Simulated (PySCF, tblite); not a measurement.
# C11H6FN: excited states

Aim: compute the excited states of C11H6FN (`N#Cc1ccc(F)c2ccccc12`).

Programs: tblite 0.8.0 and PySCF 2.14.0, with routines of our own; each step states its level. All values are computed. Atoms count from 0.

### 1 The system as given

19 atoms, charge 0, multiplicity 1; geometry from: force field or distance geometry start.

### 2 Relaxing the molecule with GFN2-xTB

What the job is given:

```
{"job": {"kind": "relax", "xc": "GFN2-xTB", "basis": "xTB"}, "charge": 0, "multiplicity": 1}
N     -2.776300    -2.870700    -0.339900
C     -2.241800    -1.850500    -0.203400
C     -1.556500    -0.600800    -0.009200
C     -2.357100     0.544100     0.226200
C     -1.760000     1.777400     0.425100
C     -0.379800     1.888200     0.350900
F      0.173400     3.104400     0.530400
C      0.451700     0.781400     0.112500
C      1.848900     0.909600     0.049100
C      2.659300    -0.188800    -0.190900
C      2.093600    -1.443300    -0.383700
C      0.705700    -1.599200    -0.324000
C     -0.154500    -0.495400    -0.070200
H     -3.436900     0.453200     0.282900
H     -2.361900     2.672400     0.611600
H      2.301200     1.890800     0.204500
H      3.743800    -0.060400    -0.235300
H      2.730400    -2.309100    -0.572200
H      0.307000    -2.594200    -0.471800
```

Started as:

```sh
$ OMP_NUM_THREADS=1 python excited_run.py task.json out
```

The driver reads the jobs from task.json and runs them one after another.

The program printed:

```text
step      E/eV     max force
  0    -931.14919    1.723
  1    -931.20229    3.442
  2    -931.20223    2.617
  3    -931.25011    0.575
  4    -931.25763    0.385
  5    -931.26481    0.414
  6    -931.27161    0.153
  7    -931.27307    0.102
  8    -931.27481    0.132
  9    -931.27619    0.137
 10    -931.27719    0.077
 11    -931.27763    0.048
 12    -931.27794    0.058
 13    -931.27830    0.071
 14    -931.27872    0.060
 15    -931.27904    0.038
 16    -931.27926    0.041
 17    -931.27947    0.056
 18    -931.27970    0.054
 19    -931.27992    0.037
 20    -931.28007    0.024
 21    -931.28018    0.029
 22    -931.28025    0.029
 23    -931.28031    0.023
 24    -931.28036    0.017
 25    -931.28043    0.021
 26    -931.28051    0.024
 27    -931.28059    0.023
 28    -931.28065    0.017
 29    -931.28069    0.011
 30    -931.28071    0.009
```

It took 0.23 s on 1 thread of Arm Neoverse V2, shared host.

Step by step:

```
step  energy from step 0 (eV)  largest force (eV/Å)
   0                   0.0000                1.7227
   1                  -0.0531                3.4425
   2                  -0.0530                2.6171
   3                  -0.1009                0.5750
   4                  -0.1084                0.3848
   5                  -0.1156                0.4144
   6                  -0.1224                0.1528
   7                  -0.1239                0.1015
   8                  -0.1256                0.1316
   9                  -0.1270                0.1375
  10                  -0.1280                0.0766
  11                  -0.1284                0.0483
  12                  -0.1287                0.0577
  13                  -0.1291                0.0713
  14                  -0.1295                0.0604
  15                  -0.1299                0.0383
  16                  -0.1301                0.0405
  17                  -0.1303                0.0562
  18                  -0.1305                0.0545
  19                  -0.1307                0.0375
  20                  -0.1309                0.0238
  21                  -0.1310                0.0289
  22                  -0.1311                0.0294
  23                  -0.1311                0.0229
  24                  -0.1312                0.0175
  25                  -0.1312                0.0207
  26                  -0.1313                0.0239
  27                  -0.1314                0.0229
  28                  -0.1315                0.0171
  29                  -0.1315                0.0114
  30                  -0.1315                0.0087
```

Distances of close pairs at the start and the end, largest changes first:

```
   bond  before (Å)  after (Å)  change (Å)
  C2–C3       1.417      1.379      -0.037
C10–C11       1.398      1.368      -0.030
  C1–C2       1.438      1.413      -0.026
  C8–C9       1.386      1.367      -0.019
  C4–C5       1.387      1.368      -0.018
 C2–C12       1.407      1.424      +0.016
 C4–H14       1.095      1.078      -0.016
C11–C12       1.422      1.408      -0.014
```

The next job starts from the end point, and lists it.

### 3 Infrared spectrum with GFN2-xTB

What the job is given:

```
{"job": {"kind": "ir", "xc": "GFN2-xTB", "basis": "xTB"}, "charge": 0, "multiplicity": 1}
N     -2.690824    -2.857333    -0.345675
C     -2.175823    -1.843430    -0.196971
C     -1.557318    -0.586971    -0.011314
C     -2.340420     0.522477     0.230160
C     -1.753239     1.776617     0.416619
C     -0.390973     1.891052     0.356257
F      0.171200     3.101533     0.536970
C      0.460536     0.790742     0.112263
C      1.863783     0.913590     0.050458
C      2.640336    -0.185721    -0.189806
C      2.050251    -1.444593    -0.376610
C      0.691062    -1.592404    -0.322156
C     -0.139232    -0.481475    -0.076831
H     -3.414319     0.422743     0.276241
H     -2.359545     2.648235     0.605664
H      2.306435     1.887743     0.195857
H      3.714541    -0.091234    -0.236758
H      2.678914    -2.301596    -0.565278
H      0.234832    -2.560723    -0.466553
```

The program printed:

```text
mode    cm-1     km/mol
  1      84.5      7.17
  2     125.5      6.94
  3     127.2      1.28
  4     162.6      0.02
  5     252.4      5.23
  6     265.9      1.00
  7     380.0      0.02
  8     383.3      2.40
  9     414.9      0.13
 10     427.6      0.37
 11     455.9      0.96
 12     474.0     14.70
 13     535.6      3.75
 14     581.9      2.55
 15     587.3      4.44
 16     608.9      1.56
 17     681.9      5.22
 18     718.9      9.15
 19     723.4      1.70
 20     779.8     16.77
 21     784.1      0.55
 22     838.2     33.64
 23     882.2      0.01
 24     905.1      0.38
 25     921.8      0.26
 26     932.9      0.02
 27    1023.4      0.27
 28    1039.2     62.76
 29    1082.0      1.15
 30    1165.9      9.37
 31    1172.4      2.28
 32    1183.5      4.62
 33    1215.8     15.12
 34    1247.3     34.33
 35    1254.4     34.26
 36    1332.1     30.45
 37    1361.5     16.00
 38    1389.7     14.29
 39    1408.9      9.14
 40    1450.2     15.99
 41    1504.8     53.56
 42    1558.3     43.52
 43    1585.1     16.06
 44    1605.6      2.75
 45    2369.4    233.75
 46    3085.9      0.34
 47    3089.8      6.57
 48    3096.8     31.98
 49    3097.5      9.05
 50    3103.1     33.79
 51    3113.3      8.19
```

It took 0.73 s on 1 thread of Arm Neoverse V2, shared host.

Which atoms move in the most intense modes:

```
cm⁻¹  km/mol                                 atoms
 838    33.6                    H14 40 %, H13 35 %
1039    62.8   C7 17 %, C5 16 %, F6 12 %, C11 12 %
1247    34.3          H18 31 %, H15 19 %, C12 18 %
1254    34.3   C7 18 %, C2 16 %, H15 14 %, C4 10 %
1505    53.6   C4 15 %, C9 14 %, C10 13 %, C3 10 %
1558    43.5  C10 15 %, C3 15 %, C7 13 %, C12 13 %
2369   233.8                      C1 60 %, N0 39 %
3103    33.8          H16 38 %, H17 29 %, H15 17 %
```

### 4 Excited states: TDA wB97X-D/def2-SVP

Settings changed since step 3:

```diff
@@ -1,2 +1,2 @@
-{"job": {"kind": "ir", "xc": "GFN2-xTB", "basis": "xTB"}, "charge": 0, "multiplicity": 1}
+{"job": {"kind": "states", "xc": "wB97X-D", "basis": "def2-SVP", "tda": true, "soc": true, "nstates": 6, "ntriplets": 6, "nquad": 4}, "charge": 0, "multiplicity": 1}
 N     -2.690824    -2.857333    -0.345675
```

Level: TDA wB97X-D/def2-SVP excited states, vertical, gas phase, spin-orbit mean-field couplings.

The program printed:

```text
coarse grid: 17816 points
cycle   1  E = -576.5297852351  dE =  3.118e+00  |g| = 7.065e-01  |ddm| = 5.943e+00
cycle   2  E = -576.4534720836  dE =  7.631e-02  |g| = 9.824e-01  |ddm| = 1.676e+00
cycle   3  E = -576.6493673024  dE = -1.959e-01  |g| = 1.044e-01  |ddm| = 8.987e-01
cycle   4  E = -576.6509805682  dE = -1.613e-03  |g| = 7.263e-02  |ddm| = 1.716e-01
cycle   5  E = -576.6521454263  dE = -1.165e-03  |g| = 1.219e-02  |ddm| = 8.096e-02
cycle   6  E = -576.6521813963  dE = -3.597e-05  |g| = 3.932e-03  |ddm| = 2.176e-02
cycle   7  E = -576.6521863233  dE = -4.927e-06  |g| = 9.996e-04  |ddm| = 5.883e-03
final grid: 178120 points
cycle   8  E = -576.7404130446  dE = -9.832e-05  |g| = 7.295e-03  |ddm| = 9.409e-02
cycle   9  E = -576.7404092902  dE =  3.754e-06  |g| = 8.824e-03  |ddm| = 1.774e-02
cycle  10  E = -576.7404230643  dE = -1.377e-05  |g| = 1.179e-03  |ddm| = 7.818e-03
cycle  11  E = -576.7404233222  dE = -2.579e-07  |g| = 6.454e-04  |ddm| = 1.579e-03
cycle  12  E = -576.7404234259  dE = -1.037e-07  |g| = 1.128e-04  |ddm| = 9.432e-04
cycle  13  E = -576.7404234320  dE = -6.056e-09  |g| = 4.946e-05  |ddm| = 2.266e-04
cycle  14  E = -576.7404234343  dE = -2.364e-09  |g| = 2.025e-05  |ddm| = 1.641e-04
cycle  15  E = -576.7404234347  dE = -3.170e-10  |g| = 7.236e-06  |ddm| = 6.640e-05
converged SCF energy = -576.7404234347

Singlet excitations
state   eV       nm        f     d(h-e)  d(exc)  Lambda  PR(NTO)  |dmu|/D   mu/D   main configurations
  1   4.6789   265.0   0.00719   0.094   3.258   0.630   2.007    0.192    3.203   H->L+1 0.49, H-1->L 0.46
  2   4.7259   262.4   0.20040   0.332   3.541   0.863   1.241    1.037    3.985   H->L 0.86
  3   6.1245   202.4   0.00598   0.037   3.886   0.781   1.905    0.064    3.207   H-2->L 0.62, H->L+2 0.35
  4   6.3526   195.2   0.36763   0.139   3.106   0.742   2.207    0.447    3.507   H->L+2 0.48, H-2->L 0.27
  5   6.4848   191.2   0.03039   0.242   3.034   0.657   2.394                     H-2->L+1 0.45, H-1->L+2 0.38
  6   6.6103   187.6   1.33690   0.189   3.340   0.644   2.246                     H-1->L 0.38, H->L+1 0.37

Triplet excitations (Tamm-Dancoff)
state   eV     d(h-e)  d(exc)  Lambda  PR(NTO)   main configurations
  1   2.9481   0.056   3.152   0.871   1.188   H->L 0.91
  2   4.1731   0.148   3.074   0.665   2.049   H->L+1 0.37, H-1->L 0.34, H-2->L 0.14
  3   4.2864   0.067   2.844   0.735   2.009   H-2->L 0.34, H->L+2 0.33, H-1->L 0.13
  4   4.4329   0.216   3.190   0.626   2.034   H-1->L 0.49, H->L+1 0.47
  5   4.8267   0.116   3.033   0.908   1.160   H-1->L+1 0.91
  6   5.4482   0.072   2.640   0.711   3.374   H-4->L 0.27, H-2->L+1 0.25, H-1->L+2 0.22
S1 - T1 = 1.7308 eV

Spin-orbit couplings |<S|Hso|T>| (cm-1)
             T1       T2       T3       T4       T5       T6
S0        0.008    0.039    0.008    0.014    0.020    0.054
S1        0.022    0.014    0.008    0.003    0.014    0.005
S2        0.006    0.037    0.038    0.026    0.004    0.002
S3        0.013    0.012    0.004    0.005    0.001    0.013
S4        0.042    0.006    0.002    0.018    0.033    0.051
S5        0.015    0.021    0.016    0.007    0.005    0.006
S6        0.068    0.014    0.027    0.004    0.082    0.021
T1 sublevels (cm-1): 0.000 0.000 0.000   radiative rates (1/s): 0.000441 4.4e-07 0.00218
```

Run time: 58 s. Hardware: 1 thread of Arm Neoverse V2, shared host; peak memory 0.97 GiB.

From this job:

```
  quantity    value
S1 less T1  1.73 eV
```

### 5 Excited states (C₁₁H₆FN (+2)): TDA wB97X-D/pcseg-1

Settings changed since step 4:

```diff
@@ -1,2 +1,2 @@
-{"job": {"kind": "states", "xc": "wB97X-D", "basis": "def2-SVP", "tda": true, "soc": true, "nstates": 6, "ntriplets": 6, "nquad": 4}, "charge": 0, "multiplicity": 1}
+{"job": {"kind": "states", "xc": "wB97X-D", "basis": "pcseg-1", "tda": true, "soc": true, "nstates": 6, "ntriplets": 6, "nquad": 4, "grid": 0, "scf": {"max_cycle": 67}}, "charge": 2, "multiplicity": 1}
 N     -2.690824    -2.857333    -0.345675
```

Level: TDA wB97X-D/pcseg-1 excited states, vertical, gas phase, spin-orbit mean-field couplings.

The program printed:

```text
final grid: 17816 points
cycle   1  E = -575.8716140137  dE =  4.218e+00  |g| = 9.051e-01  |ddm| = 5.683e+00
cycle   2  E = -575.6899076885  dE =  1.817e-01  |g| = 1.377e+00  |ddm| = 2.738e+00
cycle   3  E = -576.1079498858  dE = -4.180e-01  |g| = 1.437e-01  |ddm| = 1.642e+00
cycle   4  E = -576.1117348411  dE = -3.785e-03  |g| = 7.576e-02  |ddm| = 2.565e-01
cycle   5  E = -576.1129049589  dE = -1.170e-03  |g| = 3.529e-02  |ddm| = 1.220e-01
cycle   6  E = -576.1131938626  dE = -2.889e-04  |g| = 5.558e-03  |ddm| = 4.084e-02
cycle   7  E = -576.1132099027  dE = -1.604e-05  |g| = 2.806e-03  |ddm| = 1.553e-02
cycle   8  E = -576.1132151201  dE = -5.217e-06  |g| = 1.280e-03  |ddm| = 6.700e-03
cycle   9  E = -576.1132169908  dE = -1.871e-06  |g| = 7.286e-04  |ddm| = 4.479e-03
cycle  10  E = -576.1132176882  dE = -6.974e-07  |g| = 2.789e-04  |ddm| = 2.761e-03
cycle  11  E = -576.1132179037  dE = -2.155e-07  |g| = 1.952e-04  |ddm| = 1.440e-03
cycle  12  E = -576.1132180091  dE = -1.054e-07  |g| = 1.477e-04  |ddm| = 9.823e-04
cycle  13  E = -576.1132180638  dE = -5.467e-08  |g| = 8.579e-05  |ddm| = 6.523e-04
cycle  14  E = -576.1132181025  dE = -3.877e-08  |g| = 7.437e-05  |ddm| = 7.354e-04
cycle  15  E = -576.1132181168  dE = -1.430e-08  |g| = 3.877e-05  |ddm| = 4.815e-04
cycle  16  E = -576.1132181203  dE = -3.413e-09  |g| = 2.308e-05  |ddm| = 2.221e-04
cycle  17  E = -576.1132181212  dE = -9.759e-10  |g| = 1.026e-05  |ddm| = 1.315e-04
converged SCF energy = -576.1132181212

Singlet excitations
state   eV       nm        f     d(h-e)  d(exc)  Lambda  PR(NTO)  |dmu|/D   mu/D   main configurations
  1   1.0432  1188.5   0.00097   0.430   3.338   0.569   1.009    0.789    3.727   H->L 0.97
  2   2.6721   464.0   0.00001   2.500   3.856   0.322   1.006    5.444    3.502   H-2->L 0.95
  3   2.9234   424.1   0.28752   0.568   3.539   0.796   1.256    0.561    2.831   H-1->L 0.88, H->L+1 0.08
  4   3.4031   364.3   0.00087   1.141   3.811   0.354   1.033    2.491    3.248   H-4->L 0.54, H-5->L 0.43
  5   3.6525   339.5   0.00090   0.374   3.566   0.494   1.040                     H-6->L 0.84, H-5->L 0.09
  6   3.7499   330.6   0.00092   1.684   4.060   0.381   1.043                     H-5->L 0.46, H-4->L 0.38, H-6->L 0.12

Triplet excitations (Tamm-Dancoff)
state   eV     d(h-e)  d(exc)  Lambda  PR(NTO)   main configurations
  1   0.5051   0.435   3.305   0.567   1.031   H->L 0.98
  2   0.7933   0.344   3.359   0.817   1.030   H-1->L 0.95
  3   2.1619   0.627   3.441   0.769   1.133   H-3->L 0.90
  4   2.5039   2.400   3.803   0.322   1.011   H-2->L 0.94
  5   3.0805   2.400   4.033   0.316   1.041   H-4->L 0.84
  6   3.2102   0.727   3.209   0.803   1.322   H-7->L 0.83
S1 - T1 = 0.5381 eV

Spin-orbit couplings |<S|Hso|T>| (cm-1)
             T1       T2       T3       T4       T5       T6
S0        0.020    0.010    0.065   15.593   13.978    0.042
S1        0.001    0.012    0.010    0.603    0.711    0.004
S2        0.896   10.995   11.120    0.164   11.024   12.383
S3        0.014    0.054    0.103   13.333    5.902    0.025
S4        0.635    2.809    7.824    5.369    0.767    5.888
S5        0.482    6.079   13.773    1.916   11.921    7.229
S6        0.736    6.688    5.197   13.850    2.514    6.091
T1 sublevels (cm-1): 0.000 0.000 0.000   radiative rates (1/s): 8.56e-06 1.17e-07 2.46e-06
```

It took 47 s on 1 thread of Arm Neoverse V2, shared host; peak memory 1.1 GiB.

It converged, yet the result is unsound: the charge was changed to 2, at the geometry of the original; grid level 0 is too coarse.

### 6 Excited states: TDA B97-2/def2-SVP in tetrahydrofuran

Settings changed since step 5:

```diff
@@ -1,2 +1,2 @@
-{"job": {"kind": "states", "xc": "wB97X-D", "basis": "pcseg-1", "tda": true, "soc": true, "nstates": 6, "ntriplets": 6, "nquad": 4, "grid": 0, "scf": {"max_cycle": 67}}, "charge": 2, "multiplicity": 1}
+{"job": {"kind": "states", "xc": "B97-2", "basis": "def2-SVP", "tda": true, "soc": true, "nstates": 6, "ntriplets": 6, "nquad": 4, "solvent": "tetrahydrofuran", "scf": {"aux": "def2-qzvpp-jkfit"}}, "charge": 0, "multiplicity": 1}
 N     -2.690824    -2.857333    -0.345675
```

Level: TDA B97-2/def2-SVP excited states, vertical, IEF-PCM tetrahydrofuran (non-equilibrium response), spin-orbit mean-field couplings.

The program printed:

```text
final grid: 178120 points
cycle   1  E = -576.6785481868  dE =  2.443e+00  |g| = 6.256e-01  |ddm| = 6.005e+00
cycle   2  E = -576.5273369263  dE =  1.512e-01  |g| = 1.051e+00  |ddm| = 1.630e+00
cycle   3  E = -576.7562430407  dE = -2.289e-01  |g| = 1.793e-01  |ddm| = 1.021e+00
cycle   4  E = -576.7629507339  dE = -6.708e-03  |g| = 7.006e-02  |ddm| = 2.081e-01
cycle   5  E = -576.7639513379  dE = -1.001e-03  |g| = 2.047e-02  |ddm| = 7.661e-02
cycle   6  E = -576.7640550070  dE = -1.037e-04  |g| = 5.755e-03  |ddm| = 3.182e-02
cycle   7  E = -576.7640635661  dE = -8.559e-06  |g| = 1.471e-03  |ddm| = 8.390e-03
cycle   8  E = -576.7640641114  dE = -5.452e-07  |g| = 3.669e-04  |ddm| = 2.017e-03
cycle   9  E = -576.7640641445  dE = -3.318e-08  |g| = 1.121e-04  |ddm| = 5.439e-04
cycle  10  E = -576.7640641475  dE = -2.958e-09  |g| = 3.832e-05  |ddm| = 1.554e-04
cycle  11  E = -576.7640641478  dE = -3.349e-10  |g| = 1.300e-05  |ddm| = 5.197e-05
converged SCF energy = -576.7640641478

Singlet excitations
state   eV       nm        f     d(h-e)  d(exc)  Lambda  PR(NTO)  |dmu|/D   mu/D   main configurations
  1   4.3079   287.8   0.21073   0.843   3.727   0.858   1.165    2.474    5.954   H->L 0.89
  2   4.5032   275.3   0.00162   0.177   3.405   0.627   1.995    0.389    4.192   H-1->L 0.50, H->L+1 0.48
  3   5.3947   229.8   0.01474   0.477   3.976   0.777   1.958    1.353    4.013   H-2->L 0.51, H->L+2 0.46
  4   5.9188   209.5   1.18645   0.940   3.575   0.646   2.116    2.254    6.054   H-1->L 0.35, H->L+1 0.34, H-1->L+2 0.09
  5   6.1201   202.6   0.10980   0.530   3.329   0.726   2.004                     H->L+2 0.33, H-2->L 0.30, H-1->L+2 0.17
  6   6.2375   198.8   0.30878   0.321   3.248   0.681   2.280                     H-2->L+1 0.40, H-1->L+2 0.19, H-3->L 0.09

Triplet excitations (Tamm-Dancoff)
state   eV     d(h-e)  d(exc)  Lambda  PR(NTO)   main configurations
  1   2.8882   0.147   3.316   0.864   1.096   H->L 0.95
  2   4.0330   0.331   3.337   0.627   1.689   H-1->L 0.69, H->L+1 0.25
  3   4.2383   0.081   2.833   0.768   2.025   H-2->L 0.47, H->L+2 0.42
  4   4.2886   0.169   3.332   0.632   1.624   H->L+1 0.73, H-1->L 0.24
  5   4.7189   0.202   3.133   0.912   1.145   H-1->L+1 0.93
  6   5.1985   0.525   3.598   0.762   2.048   H->L+2 0.40, H-2->L 0.36
S1 - T1 = 1.4197 eV

Spin-orbit couplings |<S|Hso|T>| (cm-1)
             T1       T2       T3       T4       T5       T6
S0        0.005    0.038    0.015    0.010    0.010    0.092
S1        0.002    0.046    0.015    0.039    0.006    0.011
S2        0.021    0.001    0.018    0.007    0.016    0.008
S3        0.014    0.014    0.003    0.015    0.004    0.005
S4        0.070    0.002    0.004    0.006    0.064    0.009
S5        0.006    0.014    0.005    0.014    0.004    0.005
S6        0.025    0.015    0.023    0.003    0.046    0.051
T1 sublevels (cm-1): 0.000 0.000 0.000   radiative rates (1/s): 1.13e-06 1.5e-06 0.00562
```

Wall time 49 s (1 thread of Arm Neoverse V2, shared host); peak memory 1.1 GiB.

Key values:

```
  quantity    value
S1 less T1  1.42 eV
```

(Part 1 of 2 ends here.)
